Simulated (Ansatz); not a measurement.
# Cl− with AlF₃: structure and interaction energy

The task here is to estimate one member of a computed series from the others.

The runs use Ansatz 0.2.0, Gaussian basis; PBE0-D4 structure, single points in def2-TZVPPD.

Levels: PBE-D4, revPBE-D4, BLYP-D4, r2SCAN-D4, B97M-V, PBE0-D4, B3LYP-D4, HSE06-D4, wB97X-V, wB97M-V, B2PLYP, Hartree-Fock, MP2, CCSD, CCSD(T). The reference is CCSD(T) extrapolated to the basis limit.

Cores are frozen in the correlated methods. B3LYP uses VWN-RPA correlation. B2PLYP carries no dispersion term here.

163 further runs of the same task are left out: 163 set aside as unsound or not needed. Runs told in other sessions of the task aren't counted.

## The system as given

The pair, from a GFN2-xTB docking trial: 5 atoms, charge -1, spin multiplicity 1.

Atoms are counted from 1 here; the program's logs count them from 0.

Bond lengths: Cl1–Al3 2.101 Å, F2–Al3 1.685 Å, Al3–F4 1.685 Å, Al3–F5 1.684 Å. Angles: Cl1–Al3–F2 109.2°, Cl1–Al3–F4 109.9°, Cl1–Al3–F5 109.7°, F2–Al3–F4 109.2°, F2–Al3–F5 109.6°, F4–Al3–F5 109.3°.

Coordinates:

```xyz
5
AlClF3
Cl   -0.38030    0.15340   -1.97770
F     1.42360   -0.89840    0.30600
Al    0.01380   -0.00390    0.08000
F    -1.26540   -0.78380    0.85060
F     0.20840    1.53270    0.74100
```

Atoms 1 to 1 are fragment A (Cl−), the rest fragment B (AlF₃).

The first run:

Input file pre/in.yaml:

```yaml
crystal:
  periodic: [false, false, false]
  atoms:
    - {symbol: Cl, position_ang: [-0.380300, 0.153400, -1.977700]}
    - {symbol: F, position_ang: [1.423600, -0.898400, 0.306000]}
    - {symbol: Al, position_ang: [0.013800, -0.003900, 0.080000]}
    - {symbol: F, position_ang: [-1.265400, -0.783800, 0.850600]}
    - {symbol: F, position_ang: [0.208400, 1.532700, 0.741000]}
basis:
  gaussian: {orbitals: def2-SVPD}
total_charge: -1
hamiltonian: {xc: pbe, dispersion: d4}
relax: {f_tol: 0.03, max_steps: 250}
```

Started as:

```
$ ansatz run in.yaml --threads 4 --pin off --events-out ev --progress --plain --max-ram 9574MiB
```

Steps of the session up to this table: A first relaxation in a small basis; Relaxation at PBE0-D4; wB97X-V/def2-TZVPPD; wB97M-V/def2-TZVPPD; B2PLYP/def2-TZVPPD; B97M-V/def2-TZVPPD; CCSD(T)/def2-TZVPPD; MP2/def2-QZVPPD; Hartree-Fock/STO-3G; SPW92/def2-SVP; wB97M-V/def2-SVP; CCSD(T)/def2-SVP; Vibrations of the pair.

One table of the session follows, with a row left open; its other results are not shown here.

| method | interaction (kJ/mol) |
| --- | --- |
| PBE-D4 | -379.23 |
| revPBE-D4 | -370.54 |
| BLYP-D4 | -366.35 |
| r2SCAN-D4 | -398.83 |
| B97M-V | -393.72 |
| PBE0-D4 | ? |
| B3LYP-D4 | -387.58 |
| HSE06-D4 | -399.22 |
| wB97X-V | -399.03 |
| wB97M-V | -393.99 |
| B2PLYP | -384.77 |
| Hartree-Fock | -398.37 |
| MP2 | -387.81 |
| CCSD | -393.76 |
| CCSD(T) | -391.16 |
| CCSD(T)/CBS | -399.90 |

Estimate the missing values for PBE0-D4.

As computed: interaction (kJ/mol): -399.70. In the column «interaction (kJ/mol)» it lies between CCSD(T)/CBS (-399.90) and HSE06-D4 (-399.22).
